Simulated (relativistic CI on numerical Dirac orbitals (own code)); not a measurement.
# Mn²⁺: 3s photoemission multiplets

Wanted: the shape of the 3s photoemission spectrum of Mn²⁺ in 4 surroundings, from the same atomic integrals.

The numbers are computed with relativistic CI on numerical Dirac orbitals (own code) version 1 (Dirac-Coulomb-Breit CI, KLI orbitals optimised for each configuration, model QED (radiative potential, 1s self-energy scaled to tabulated hydrogen-like ionisation energies), valence Slater integrals scaled by 0.8, multiplet model of photoemission in the sudden approximation), except any that are marked as measured or tabulated.

## 1. The atom as given

```
ion            : Mn²⁺ (Mn III)
nuclear charge : 25
electrons      : 23
configurations : [Ar] 3d5 → [Ne] 3s 3p6 3d5
temperature    : 300 K
widths         : Lorentz 1.5 eV, Gauss 0.6 eV
surrounding 1  : free ion
surrounding 2  : Oh, 10Dq = 3250 cm⁻¹
surrounding 3  : Oh, 10Dq = 8950 cm⁻¹
surrounding 4  : Oh, 10Dq = 14700 cm⁻¹
```

## 2. Surrounding 1: free ion

Settings, as recorded:

```ini
atom Mn  Z=25  charge=2  electrons=23
nucleus A=55  rms_radius_fm=3.7057
hamiltonian dirac-coulomb  breit=on  qed=on  c_scale=1
orbitals kli  potential=per-configuration
slater_scale 0.8
correlation none
mixing on
configurations
  [Ar] 3d5
  [Ne] 3s 3p6 3d5
end
photoemission 3s T=300 lorentz=1.5 gauss=0.6
crystal_field free
```

The program writes no log. Results of the run, from its result record (rounded, main fields):

```text
status: converged
curve, one point in 3 above 2 % of the maximum [energy, intensity] [eV; 1/eV]:
  - [109, 0.004539]
  - [109.6, 0.005588]
  - [110.2, 0.007064]
  - [110.8, 0.009234]
  - [111.4, 0.01261]
  - [112, 0.01828]
  - [112.6, 0.02879]
  - [113.2, 0.05108]
  - [113.8, 0.1041]
  - [114.4, 0.1998]
  - [115, 0.2081]
  - [115.6, 0.1125]
  - [116.2, 0.05495]
  - [116.8, 0.03093]
  - [117.4, 0.01988]
  - [118, 0.01413]
  - [118.6, 0.01089]
  - [119.2, 0.008997]
  - [119.8, 0.007935]
  - [120.4, 0.007464]
  - [121, 0.007488]
  - [121.6, 0.008041]
  - [122.2, 0.009297]
  - [122.8, 0.01166]
  - [123.4, 0.01606]
  - [124, 0.02484]
  - [124.6, 0.04452]
  - [125.2, 0.09147]
  - [125.8, 0.1567]
  - [126.4, 0.132]
  - [127, 0.06602]
  - [127.6, 0.03327]
  - [128.2, 0.01935]
  - [128.8, 0.01259]
  - [129.4, 0.008851]
  - [130, 0.006588]
  - [130.6, 0.005116]
sticks, the strongest [energy, strength] [eV, share]:
  - [114.73, 0.5833]
  - [120.63, 4.247e-05]
  - [125.97, 0.4164]
  - [128.16, 0.0001564]
centroid [eV]: 119.412
spread [eV]: 5.5452
peak [eV]: 114.8
ground_S: 2.49956
radial 3s 3d5 [Ha, bohr]: {"<r^1>(3s)": 0.84398, "<r^2>(3s)": 0.81942, "<r^4>(3s)": 1.0714, "<r^-3>(3d)": 4.846, "<r^1>(3d)": 1.0267, "<r^2>(3d)": 1.3086, "<r^4>(3d)": 3.6403, "F2(3d,3d)": 0.42125, "F4(3d,3d)": 0.26364, "G2(3s,3d)": 0.43049, "zeta(3d)": 0.0016534}
```

Wall time 0.67 s (1 thread, shared host).

## 3. Surrounding 2: Oh, 10Dq = 3250

Changes to the settings of step 2:

```diff
@@ -12,2 +12,2 @@
 photoemission 3s T=300 lorentz=1.5 gauss=0.6
-crystal_field free
+crystal_field Oh 10Dq=3250
```

From the record:

```text
status: converged
curve, one point in 5 above 2 % of the maximum [energy, intensity] [eV; 1/eV]:
  - [109, 0.004539]
  - [110, 0.006511]
  - [111, 0.01019]
  - [112, 0.01828]
  - [113, 0.04154]
  - [114, 0.1334]
  - [115, 0.2081]
  - [116, 0.06888]
  - [117, 0.02635]
  - [118, 0.01413]
  - [119, 0.009515]
  - [120, 0.007708]
  - [121, 0.007474]
  - [122, 0.008777]
  - [123, 0.01283]
  - [124, 0.02484]
  - [125, 0.07151]
  - [126, 0.1619]
  - [127, 0.06604]
  - [128, 0.02284]
  - [129, 0.0111]
  - [130, 0.006587]
sticks, the strongest [energy, strength] [eV, share]:
  - [114.73, 0.5833]
  - [125.97, 0.4163]
  - [127.39, 5.637e-05]
  - [127.4, 4.978e-05]
  - [128.28, 3.487e-05]
  - [128.3, 3.691e-05]
centroid [eV]: 119.412
spread [eV]: 5.54517
peak [eV]: 114.8
ground_S: 2.49954
```

Run time: 0.59 s. Hardware: 1 thread, shared host.

## 4. Surrounding 3: Oh, 10Dq = 8950

Changes to the settings of step 3:

```diff
@@ -12,2 +12,2 @@
 photoemission 3s T=300 lorentz=1.5 gauss=0.6
-crystal_field Oh 10Dq=3250
+crystal_field Oh 10Dq=8950
```

From the record:

```text
status: converged
curve, one point in 5 above 2 % of the maximum [energy, intensity] [eV; 1/eV]:
  - [109, 0.004538]
  - [110, 0.006511]
  - [111, 0.01019]
  - [112, 0.01828]
  - [113, 0.04154]
  - [114, 0.1334]
  - [115, 0.2081]
  - [116, 0.06888]
  - [117, 0.02635]
  - [118, 0.01413]
  - [119, 0.009514]
  - [120, 0.007707]
  - [121, 0.007472]
  - [122, 0.008774]
  - [123, 0.01282]
  - [124, 0.02482]
  - [125, 0.07143]
  - [126, 0.1618]
  - [127, 0.06621]
  - [128, 0.02286]
  - [129, 0.0111]
  - [130, 0.006587]
sticks, the strongest [energy, strength] [eV, share]:
  - [114.73, 0.5833]
  - [125.79, 8.763e-05]
  - [125.97, 0.4155]
  - [126.78, 0.0003761]
  - [126.79, 0.0005483]
centroid [eV]: 119.412
spread [eV]: 5.54492
peak [eV]: 114.8
ground_S: 2.49941
```

Wall time 0.59 s (1 thread, shared host).

## 5. Surrounding 4: Oh, 10Dq = 14700

Changes to the settings of step 4:

```diff
@@ -12,2 +12,2 @@
 photoemission 3s T=300 lorentz=1.5 gauss=0.6
-crystal_field Oh 10Dq=8950
+crystal_field Oh 10Dq=14700
```

From the record:

```text
status: converged
curve, one point in 5 above 2 % of the maximum [energy, intensity] [eV; 1/eV]:
  - [109, 0.004538]
  - [110, 0.00651]
  - [111, 0.01019]
  - [112, 0.01827]
  - [113, 0.04153]
  - [114, 0.1333]
  - [115, 0.208]
  - [116, 0.06887]
  - [117, 0.02635]
  - [118, 0.01417]
  - [119, 0.009559]
  - [120, 0.007723]
  - [121, 0.007482]
  - [122, 0.008786]
  - [123, 0.01285]
  - [124, 0.0249]
  - [125, 0.07176]
  - [126, 0.1614]
  - [127, 0.06614]
  - [128, 0.02283]
  - [129, 0.01109]
  - [130, 0.006582]
sticks, the strongest [energy, strength] [eV, share]:
  - [114.73, 0.5832]
  - [118.6, 4.325e-05]
  - [118.61, 8.24e-05]
  - [125.95, 0.3706]
  - [126.09, 0.0059]
  - [126.12, 0.01871]
  - [126.14, 0.02124]
  - [126.36, 3.949e-05]
centroid [eV]: 119.412
spread [eV]: 5.5441
peak [eV]: 114.8
ground_S: 2.49898
```

It took 0.59 s on 1 thread, shared host.

## 6. Comparison

| surrounding | ground S | centroid (eV) | spread (eV) | up to four highest peaks (% of the highest), eV |
| --- | --- | --- | --- | --- |
| 1: free | 2.50 | 119.41 | 5.55 | 114.8 (100), 126.0 (72) |
| 2: Oh | 2.50 | 119.41 | 5.55 | 114.8 (100), 126.0 (72) |
| 3: Oh | 2.50 | 119.41 | 5.54 | 114.8 (100), 126.0 (72) |
| 4: Oh | 2.50 | 119.41 | 5.54 | 114.8 (100), 126.0 (72) |

## 7. Summary of results

```
                           quantity     value
            highest peak, first run  114.8 eV
ground spin (effective S from ⟨S²⟩)      2.50
```

In words: The highest peak stays in place, within the step of the energy grid, in all surroundings. Energies are those of the free ion without screening by ligands; binding energies in solids differ by tens of eV. The exchange splitting of an s hole comes out too large without intra-shell correlation.
